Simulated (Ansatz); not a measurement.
Write a Python script for Ansatz 0.2.0, Python API that makes a rigid torsion scan of CH6F2Si2, SMILES FC(F)([SiH3])[SiH3]. Use (for the species named): r2scan0, def2-SVP basis, multiplicity 1.

```xyz
11

F     0.8418   -1.1545    1.4151
C     0.3227   -0.7210    0.1831
F     0.5047   -1.7699   -0.6688
Si   -1.3804   -0.3053    0.2724
Si    1.2261    0.7548   -0.4212
H    -1.7422    0.8223    1.2125
H    -1.9959    0.0826   -1.0399
H    -2.2324   -1.4522    0.7417
H     1.0608    1.9499    0.5458
H     2.6939    0.5292   -0.4871
H     0.7662    1.2072   -1.7329
```

Script `torsion.py`:
```python
"""Energy of CH6F2Si2 as one group turns about a bond."""

import ansatz as az
from ase import Atoms

SETTINGS = {
    "basis": "def2-SVP",
    "xc": "r2scan0",
    "fmax": 0.02,
}

atoms = Atoms(["F", "C", "F", "Si", "Si", "H", "H", "H", "H", "H", "H"], positions=[
    (0.8418, -1.1545, 1.4151),
    (0.3227, -0.721, 0.1831),
    (0.5047, -1.7699, -0.6688),
    (-1.3804, -0.3053, 0.2724),
    (1.2261, 0.7548, -0.4212),
    (-1.7422, 0.8223, 1.2125),
    (-1.9959, 0.0826, -1.0399),
    (-2.2324, -1.4522, 0.7417),
    (1.0608, 1.9499, 0.5458),
    (2.6939, 0.5292, -0.4871),
    (0.7662, 1.2072, -1.7329),
])

# start the scan from a relaxed geometry
first = (
    az.Crystal.molecule_from_ase(atoms).calculation()
    .basis(gaussian=SETTINGS["basis"])
    .functional(SETTINGS["xc"])
    .relax(force_tolerance=SETTINGS["fmax"], max_steps=80)
)
atoms.positions = first.run().report["positions_ang"]

start = atoms.get_dihedral(0, 1, 4, 8)
energies = {}
for turn in range(0, 121, 15):
    turned = atoms.copy()
    turned.set_dihedral(0, 1, 4, 8, start + turn, indices=[4, 8, 9, 10])
    model = (
        az.Crystal.molecule_from_ase(turned).calculation()
        .basis(gaussian=SETTINGS["basis"])
        .functional(SETTINGS["xc"])
    )
    energies[round((start + turn) % 360)] = model.run().report["free_energy_ev"]
floor = min(energies.values())
print("dihedral F0-C1-Si4-H8 (deg)   E - E(min) (kcal/mol)")
for angle, e in sorted(energies.items()):
    print(f"{angle:8d} {23.060548 * (e - floor):14.3f}  " + "#" * int(30 * (e - floor) / max(max(energies.values()) - floor, 1e-9)))
```

```console
$ python torsion.py
dihedral F0-C1-Si4-H8 (deg)   E - E(min) (kcal/mol)
      12          2.025  #########################
      27          1.182  ##############
      42          0.354  ####
      57          0.021
     297          0.000
     312          0.346  ####
     327          1.181  ##############
     342          2.026  #########################
     357          2.378  ##############################
```

The scan is rigid and the energies are electronic, in a modest basis. With rigid groups the curve can differ much from the relaxed path, the start wasn't checked as a minimum of this torsion, and equivalent turns needn't return to the same energy. Finished in 2.5 min on 1 thread of Arm Neoverse V1 (shared host), peak memory 0.34 GiB.
